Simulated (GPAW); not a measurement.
**SnTe3 in GPAW: the effect of target pressure**

The system is SnTe3.

```xyz
4
Lattice="0.0000 3.8612 3.8612 3.8612 0.0000 3.8612 3.8612 3.8612 0.0000" Properties=species:S:1:pos:R:3 pbc="T T T"
Te    3.8612    3.8612    3.8612
Te    5.7918    5.7918    5.7918
Te    1.9306    1.9306    1.9306
Sn    0.0000    0.0000    0.0000
```

The cell comes from a database or a generator and needn't be the stable form of this composition.

Alike in all runs:

| Item | Value |
| --- | --- |
| Program | GPAW 26.7.0 |
| Task | relaxation of cell and atoms |
| Functional | PBEsol |
| Potentials or basis | PAW data sets generated in the run's folder for this functional |
| Cutoff | 600 eV |
| Basis | pw |
| k mesh | 6 × 6 × 6 |
| Occupations | fermi-dirac, width 0.05 eV |
| Spin | no spin polarisation |

Each run relaxes the cell or the atoms first.

| target pressure | target pressure | relaxed volume (Å³/atom) |
| --- | --- | --- |
| 0 GPa | - | 26.96 |
| 2 GPa | 2 GPa | 26.10 |
| 5 GPa | 5 GPa | 25.03 |
| 10 GPa | 10 GPa | 23.71 |
| 20 GPa | 20 GPa | ? |
| 30 GPa | 30 GPa | 20.60 |

Question: What does the run with target pressure 20 GPa give?

Answer: Relaxed volume 21.88 Å³/atom.

Worked out: In Murnaghan's law V^(-B') rises as a straight line in P. The other rows fit best with B' = 4.5, V0 = 26.96 Å³/atom and B0 = 57 GPa, which gives 21.86 Å³/atom at 20 GPa, against the run's 21.88.

Caveats: later steps reuse the first step's grids; the volume moved by over 15 % at a fixed basis, so the end points are rough (some runs).
